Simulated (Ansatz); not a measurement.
# GaSi3: a trial structure relaxed

Aim: relax GaSi3 from this start, Ni3Sn (D0_19) type (P6_3/mmc, No. 194), and see where it ends.

Method: DFT r2SCAN, scalar-relativistic, plane waves, PAW, in Ansatz 0.2.0.

### Step 1. Starting point

It takes space group P6_3/mmc (No. 194, hexagonal). The conventional cell has a = 5.664 Å, b = 5.664 Å, c = 4.546 Å, α = 90.00°, β = 90.00°, γ = 120.00°. Around Ga (site symmetry -6m2) lie 12 Si at 2.80 to 2.83 Å. Si (site symmetry mm2) has 4 Ga at 2.80 to 2.83 Å and 8 Si at 2.80 to 2.84 Å as nearest neighbours.

As a file:

```cif
data_structure
_symmetry_space_group_name_H-M 'P 1'
_symmetry_Int_Tables_number 1
_cell_length_a 5.6635
_cell_length_b 5.6635
_cell_length_c 4.5459
_cell_angle_alpha 90.000
_cell_angle_beta 90.000
_cell_angle_gamma 120.000
_cell_volume 126.28
loop_
_atom_site_label
_atom_site_type_symbol
_atom_site_fract_x
_atom_site_fract_y
_atom_site_fract_z
_atom_site_occupancy
Ga1 Ga 0.33333 0.66667 0.25000 1
Ga2 Ga 0.66667 0.33333 0.75000 1
Si1 Si 0.83300 0.66600 0.25000 1
Si2 Si 0.16700 0.83300 0.75000 1
Si3 Si 0.33400 0.16700 0.25000 1
Si4 Si 0.16700 0.33400 0.75000 1
Si5 Si 0.83300 0.16700 0.25000 1
Si6 Si 0.66600 0.83300 0.75000 1
```

(A quick probe on a coarse mesh, which set the mesh and smearing, is not shown.)

### Step 3. The relaxation

The input, input.yaml:

```yaml
crystal:
  lattice:
    - [5.6635492971, 0.0, 0.0]
    - [-2.8317746485, 4.9047775668, 0.0]
    - [0.0, 0.0, 4.545872153]
  atoms:
    - { symbol: Ga, position: [0.3333333333, 0.6666666667, 0.25] }
    - { symbol: Ga, position: [0.6666666667, 0.3333333333, 0.75] }
    - { symbol: Si, position: [0.833, 0.666, 0.25] }
    - { symbol: Si, position: [0.167, 0.833, 0.75] }
    - { symbol: Si, position: [0.334, 0.167, 0.25] }
    - { symbol: Si, position: [0.167, 0.334, 0.75] }
    - { symbol: Si, position: [0.833, 0.167, 0.25] }
    - { symbol: Si, position: [0.666, 0.833, 0.75] }
basis:
  ecutwfc: 500
kpoints:
  mp_grid: { grid: [12, 12, 8] }
hamiltonian:
  xc: r2scan
scf:
  occupations: { method: gaussian, width: 0.1 }
output:
  forces: true
  stress: true
  eigenvalues: true
relax:
  adjacent_minimum: "off"
  f_tol: 0.01
  max_steps: 80
  cell: { stress_tol: 0.05 }
```

Launch:

```bash
> ansatz run input.yaml --threads 1 --pin off --max-ram 2560MiB --backend cpu --events-out ev --progress --plain --runs-dir out
```

**Question.** What will these runs give?

The runs gave:

Formation energies count from the elements, computed with the same settings in runs not shown here.

| quantity | value |
| --- | --- |
| cell | a = 5.428 Å, b = 5.428 Å, c = 4.717 Å, α = 90.00°, β = 90.00°, γ = 120.00° |
| space group | P6_3/mmc (No. 194) |
| volume | 15.05 Å³/atom |
| gap on the mesh | none (metal) |
| formation energy from the elements | +0.620 eV/atom |

The space group stayed P6_3/mmc, and from the first guess the volume went from 15.78 to 15.05 Å³/atom. The formation energy of +0.62 eV/atom is positive, so the elements lie lower than this structure; another structure of the compound can lie lower.
